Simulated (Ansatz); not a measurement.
# C2H3NSi (SMILES N#CC=[SiH2]): single points off equilibrium

The task here is to estimate one member of a computed series from the others.

Computed with Ansatz 0.2.0, Gaussian basis. Level: single points in def2-TZVPP.

Correlated methods freeze the cores.

**The system as given**

SMILES `N#CC=[SiH2]`, 7 atoms, charge 0, spin multiplicity 1.

Atoms are counted from 1 here; the program's logs count them from 0.

Bond lengths: N1–C2 1.200 Å, C2–C3 1.381 Å, C3–Si4 1.822 Å, C3–H5 0.985 Å, Si4–H6 1.454 Å, Si4–H7 1.416 Å. Angles: N1–C2–C3 173.2°, C2–C3–Si4 121.6°, C2–C3–H5 120.8°, Si4–C3–H5 117.6°, C3–Si4–H6 121.5°, C3–Si4–H7 128.6°, H6–Si4–H7 109.6°.

Geometry (Å):

```xyz
7

N     1.10860   -2.32200    0.84830
C     0.78250   -1.18850    0.62560
C     0.49500    0.15670    0.50100
Si   -0.71170    0.76530   -0.72040
H     0.96750    0.82610    1.04820
H    -0.93290    2.18790   -0.92470
H    -1.44930    0.02720   -1.67760
```

The first run:

Input file run/in.yaml:

```yaml
crystal:
  periodic: [false, false, false]
  atoms:
    - {symbol: N, position_ang: [1.108600, -2.322000, 0.848300]}
    - {symbol: C, position_ang: [0.782500, -1.188500, 0.625600]}
    - {symbol: C, position_ang: [0.495000, 0.156700, 0.501000]}
    - {symbol: Si, position_ang: [-0.711700, 0.765300, -0.720400]}
    - {symbol: H, position_ang: [0.967500, 0.826100, 1.048200]}
    - {symbol: H, position_ang: [-0.932900, 2.187900, -0.924700]}
    - {symbol: H, position_ang: [-1.449300, 0.027200, -1.677600]}
basis:
  gaussian: {orbitals: def2-TZVPP}
correlation: {method: ccsd_t}
output: {forces: true}
```

No record of the launch command was kept for these runs.

Steps of the session up to this table: CCSD(T)/def2-TZVPP; PBE0-D4/def2-TZVPP; wB97M-V/def2-TZVPP; r2SCAN-D4/def2-TZVPP; PBE-D4/def2-TZVPP; B97M-V/def2-TZVPP; wB97X-V/def2-TZVPP.

One table of the session follows, with a row left open; its other results are not shown here.

| method | RMS force component (eV/Å) | angle to CCSD(T) forces (°) | dipole (D) |
| --- | --- | --- | --- |
| CCSD(T) | 2.178 | reference | 5.00 |
| PBE0-D4 | 2.413 | 7.1 | 5.44 |
| wB97M-V | 2.570 | 9.1 | 5.66 |
| r2SCAN-D4 | 2.229 | 6.8 | 5.24 |
| PBE-D4 | 2.107 | 9.4 | 5.03 |
| B97M-V | 2.281 | 8.1 | 5.08 |
| wB97X-V | ? | ? | ? |

**Question.** Estimate the row for wB97X-V.

The run gave: RMS force component (eV/Å): 2.620; angle to CCSD(T) forces (°): 8.1; dipole (D): 5.78. In the column «RMS force component (eV/Å)» it is the highest.
